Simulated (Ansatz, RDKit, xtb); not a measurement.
**Solving GeSiH2F3, step by step**

Task: start from the formula GeSiH2F3 (odd number of electrons), draw up candidate structures, narrow them down in stages, and characterise the one that lies lowest at 298.15 K.

Plan: many cheap relaxations first (GFN2-xTB), then density-functional screening, relaxation at PBE0-D3(BJ)/def2-SVP, vibrations and a final energy. The numbers are computed, not measured.

5 further runs of the same task are left out: 5 set aside as unsound or not needed.

## (1) Candidates

All bonding patterns within simple valence rules are listed by program: one Lewis structure each, at most two rings and one unusual centre or charged pair. O–O, O–halogen and N–halogen bonds and N–N–N chains are not drawn. That gives 6 candidates.

| label | SMILES | spin |
| --- | --- | --- |
| c068 | [F][GeH2][Si](F)F | doublet |
| c163 | F[SiH2][Ge]([F])[F] | doublet |
| c277 | F[Si](F)(F)[GeH2] | doublet |
| c904 | F[SiH][GeH]([F])[F] | doublet |
| c938 | [F][Ge]([F])([F])[SiH2] | doublet |
| c998 | [F][GeH][SiH](F)F | doublet |

Candidates are built by distance geometry, with a force field where one applies, in up to four conformers (letters a to d). 10 starts with atoms placed at random are added, to find patterns that the rules miss.

**Question.** With final energies at CCSD(T)/def2-SVP + MP2/def2-TZVPP - MP2/def2-SVP, which structure will this search put lowest in free energy, and by what margin?

| quantity | value |
| --- | --- |
| lowest structure found | F[Si](F)(F)[GeH2], doublet, Cs |
| next finalist | [F][GeH][SiH](F)F, doublet, 27.2 kcal/mol higher in G |
| share at equilibrium, among the finalists | 100.0 % |
| harmonic wavenumbers, lowest and highest (PBE0-D3(BJ)/def2-SVP) | 88 and 2176 cm⁻¹ |
| rotational constants, same geometry | 0.1292, 0.04501, 0.04457 cm⁻¹ |
| dipole moment (PBE0/def2-TZVPD) | 2.35 D |
| HOMO energy (highest over α and β) (PBE0/def2-TZVPD) | -6.93 eV |
| LUMO energy (lowest over α and β) (PBE0/def2-TZVPD) | -3.56 eV |
| vertical ionisation energy (to the singlet cation) | 9.17 eV |
| vertical electron affinity | 1.72 eV |
| vertical quartet less doublet | +6.73 eV |

`F[Si](F)(F)[GeH2]` comes out lowest. Among the finalists first place is clear (27.2 kcal/mol); structures outside the list aren't covered. HF/STO-3G, r2SCAN-D4/def2-SVP, PBE0-D3(BJ)/def2-SVP, HF/def2-SVP and MP2/def2-SVP already put its bonding pattern lowest among the structures in one piece; GFN2-xTB favours the doublet F[SiH2][Ge]([F])[F] (c735, not a finalist). Lowest found is not proven lowest: the search is finite, and each finalist counts with one conformer. Patterns outside the rules of the enumeration were met only by chance.
